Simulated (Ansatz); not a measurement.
Run this with Ansatz's Python interface and show what comes out.

The script, `beni3.py`:
```python
"""Convex hull of a few Be-Ni phases, after relaxing cells and atoms."""

from collections import Counter
import warnings

import ansatz as az
import numpy as np
from scipy.spatial import ConvexHull

XC = "PBEsol"
CUTOFF = 520
K_SPACING = 0.33
FILLING = "gaussian"
SIGMA = 0.05

PHASES = {
    "BeNi3 Pm-3m": (
        [[3.41894, 0.0, 0.0], [0.0, 3.41894, 0.0], [0.0, 0.0, 3.41894]],
        [
            ("Be", [0.0, 0.0, 0.0]),
            ("Ni", [0.0, 0.5, 0.5]),
            ("Ni", [0.5, 0.0, 0.5]),
            ("Ni", [0.5, 0.5, 0.0]),
        ],
    ),
    "BeNi Pm-3m": (
        [[2.587, 0.0, 0.0], [0.0, 2.587, 0.0], [0.0, 0.0, 2.587]],
        [
            ("Be", [0.0, 0.0, 0.0]),
            ("Ni", [0.5, 0.5, 0.5]),
        ],
    ),
    "Be": (
        [[2.2853, 0.0, 0.0], [-1.14265, 1.97913, 0.0], [0.0, 0.0, 3.5842]],
        [
            ("Be", [1 / 3, 2 / 3, 0.25]),
            ("Be", [2 / 3, 1 / 3, 0.75]),
        ],
    ),
    "Ni": (
        [[0.0, 1.76194, 1.76194], [1.76194, 0.0, 1.76194], [1.76194, 1.76194, 0.0]],
        [
            ("Ni", [0.0, 0.0, 0.0]),
        ],
    ),
}
MOMENTS = {"Ni": 1.5}  # parallel starting moments in muB


def build(vectors, sites):
    crystal = az.Crystal(lattice=az.Lattice.of(vectors))
    for symbol, position in sites:
        crystal = crystal.atom(symbol, position)
    return crystal

POLARISED = {"BeNi3 Pm-3m", "BeNi Pm-3m", "Ni"}


def compute(name, crystal):
    calc = (
        crystal.calculation()
        .functional(XC)
        .basis(CUTOFF)
        .kpoints(spacing=K_SPACING)
        .occupations(FILLING, width=SIGMA)
    )
    if name in POLARISED:
        calc = calc.spin("collinear")
    calc = calc.relax(force_tolerance=0.02, cell=True)
    return calc.run()


def counts(outcome):
    return Counter(site.symbol for site in outcome.lattice.sites)

def formation_energy(outcome, mu):
    n = counts(outcome)
    return (outcome.report["energy_sigma0_ev"] - sum(k * mu[element] for element, k in n.items())) / sum(n.values())

warnings.simplefilter("ignore", az.DeckWarning)

phases = {name: build(*cell) for name, cell in PHASES.items()}
for name in ["BeNi3 Pm-3m", "BeNi Pm-3m", "Ni"]:
    phases[name] = phases[name].moments({e: m for e, m in MOMENTS.items() if e in phases[name].species()})

done = {name: compute(name, crystal) for name, crystal in phases.items()}

# chemical potentials of the elements at zero temperature
references = {"Be": "Be", "Ni": "Ni"}
mu = {element: done[name].report["energy_sigma0_ev"] / len(done[name].lattice.sites) for element, name in references.items()}
points = sorted((counts(o)["Ni"] / len(o.lattice.sites), formation_energy(o, mu), name) for name, o in done.items())

xy = np.array([(x, e) for x, e, _ in points] + [(0.5, 10.0)])
hull = sorted(tuple(xy[i]) for i in ConvexHull(xy).vertices if xy[i, 1] < 5)
rows = [(name, x, e, e - np.interp(x, *zip(*hull))) for x, e, name in points]
print("| phase | x(Ni) | E_form (eV/atom) | above hull (eV/atom) |")
print("| --- | --- | --- | --- |")
for row in rows:
    print(f"| {row[0]} | {row[1]:.3f} | {row[2]:.4f} | {row[3]:.4f} |")
print("on the hull of these phases:", ", ".join(row[0] for row in rows if row[3] < 1e-6))
```

```console
$ python beni3.py
RunWarning: the starting moments were not kept: the SCF closed with an absolute magnetisation of 1.0e-1 μB, where they sum to 1.5 μB in size (1 site). That is at most 0.1 of that sum. The system's moment may be that small; this SCF shows only that its start led to no larger one. To try another start: change the starting moments (crystal.atoms[].spin, magnetization.per_species, magnetization.initial_magnetization, or on a non-collinear deck that types none of these the spinor_matrix: blocks that [...]
| phase | x(Ni) | E_form (eV/atom) | above hull (eV/atom) |
| --- | --- | --- | --- |
| Be | 0.000 | 0.0000 | 0.0000 |
| BeNi Pm-3m | 0.500 | -0.4988 | 0.0000 |
| BeNi3 Pm-3m | 0.750 | -0.1804 | 0.0690 |
| Ni | 1.000 | 0.0000 | 0.0000 |
on the hull of these phases: Be, BeNi Pm-3m, Ni
```
(Warnings from the package without file and line, shortened, repeats left out.)

The SCF didn't keep the moments it started from (some shrank, vanished or turned); what is printed is the state reached. The cells come from databases of deposited and of computed structures, and not all need be stable phases. Differences under about 40 meV an atom lie within the error of mesh and functional, so such verdicts may flip; only the cells listed enter the hull. The script silences the warnings on its input, which a real study should read. Timing: 62 s on 1 thread of Arm Neoverse V1, with other jobs on the host, peak memory 0.46 GiB.
